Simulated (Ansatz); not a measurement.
**CH₄BIO₂: a ladder of functionals and wavefunction methods**

The task here is to estimate one member of a computed series from the others.

Method: functionals in def2-TZVPP, the program's frozen cores in correlated methods; program: Ansatz 0.2.0, Gaussian basis.

Levels to be run: LDA (SPW92), PBE-D4, revPBE-D4, BLYP-D4, r2SCAN-D4, B97M-V, PBE0-D4, B3LYP-D4, r2SCANh-D4, r2SCAN0-D4, HSE06-D4, BHLYP-D4, CAM-B3LYP-D4, LC-ωPBE, ωB97X-V, ωB97M-V, B2PLYP, PBE-QIDH; CCSD(T)/def2-SVP; CCSD(T)/def2-TZVPP; MP2/def2-QZVPP; extrapolation to the limit; RPA on PBE.

## Structure used throughout

An earlier PBE0-D4 in a triple-zeta def2 set relaxation fixed the geometry. I takes the def2 core potential; no spin-orbit term is included.

SMILES `OB(O)CI`, 9 atoms, charge 0, spin multiplicity 1.

Atoms are counted from 1 here; the program's logs count them from 0.

Bond lengths: O1–B2 1.364 Å, O1–H6 0.959 Å, B2–O3 1.364 Å, B2–C4 1.570 Å, O3–H7 0.959 Å, C4–I5 2.151 Å, C4–H8 1.087 Å, C4–H9 1.087 Å. Angles: B2–O1–H6 116.0°, O1–B2–O3 124.9°, O1–B2–C4 117.5°, O3–B2–C4 117.6°, B2–O3–H7 116.0°, B2–C4–I5 106.4°, B2–C4–H8 114.2°, B2–C4–H9 114.2°, I5–C4–H8 105.2°, I5–C4–H9 105.1°, H8–C4–H9 110.8°.

As a file:

```xyz
9
CH4BIO2
O    -1.0621    0.4201    1.0749
B     0.0656    0.1772    0.3463
O     1.2397    0.8604    0.4740
C     0.0124   -0.9842   -0.7085
I    -0.6362   -0.0964   -2.5577
H    -1.0192    1.1629    1.6805
H     1.2338    1.5942    1.0921
H    -0.7245   -1.7520   -0.4882
H     0.9791   -1.4284   -0.9305
```

Set-up of the first run:

Contents of in.yaml:

```yaml
crystal:
  periodic: [false, false, false]
  atoms:
    - {symbol: O, position_ang: [-1.062107, 0.420052, 1.074921]}
    - {symbol: B, position_ang: [0.065620, 0.177226, 0.346338]}
    - {symbol: O, position_ang: [1.239719, 0.860405, 0.474048]}
    - {symbol: C, position_ang: [0.012381, -0.984248, -0.708533]}
    - {symbol: I, position_ang: [-0.636234, -0.096392, -2.557733]}
    - {symbol: H, position_ang: [-1.019201, 1.162919, 1.680456]}
    - {symbol: H, position_ang: [1.233786, 1.594155, 1.092053]}
    - {symbol: H, position_ang: [-0.724530, -1.751984, -0.488185]}
    - {symbol: H, position_ang: [0.979066, -1.428433, -0.930465]}
basis:
  gaussian: {orbitals: def2-TZVPP}
hamiltonian: {xc: lda}
output: {orbitals: {seedname: orbitals}}
```

Among the steps run: LDA; PBE-D4 (GGA); revPBE-D4 (GGA); BLYP-D4 (GGA); r2SCAN-D4 (meta-GGA); B97M-V (meta-GGA); PBE0-D4 (hybrid); B3LYP-D4 (hybrid); r2SCANh-D4 (hybrid); r2SCAN0-D4 (hybrid); HSE06-D4 (hybrid); BHLYP-D4 (hybrid); CAM-B3LYP-D4 (range-separated); LC-ωPBE (range-separated); ωB97X-V (range-separated); ωB97M-V (range-separated); B2PLYP (double hybrid); PBE-QIDH (double hybrid).

One table of the session follows, with a row left open; its other results are not shown here.

It belongs to the step «Orbital energies across the functionals». 

```
  functional  HOMO (eV)  gap (eV)
 LDA (SPW92)      -6.09      3.97
      PBE-D4      -5.94      4.03
   revPBE-D4      -5.88      4.07
     BLYP-D4      -5.77      3.97
   r2SCAN-D4      -6.21      4.52
      B97M-V      -6.24      4.60
     PBE0-D4          ?         ?
    B3LYP-D4      -6.85      5.60
  r2SCANh-D4      -6.64      5.26
  r2SCAN0-D4      -7.27      6.38
    HSE06-D4      -6.70      5.31
    BHLYP-D4      -8.08      8.00
CAM-B3LYP-D4      -8.36      8.38
     LC-ωPBE      -9.70     10.91
     ωB97X-V      -9.37     10.44
     ωB97M-V      -9.24     10.13
```

Estimate the missing values for PBE0-D4.

As computed: HOMO (eV): -7.09; gap (eV): 6.08. In the column «HOMO (eV)» it lies between r2SCAN0-D4 (-7.27) and B3LYP-D4 (-6.85).
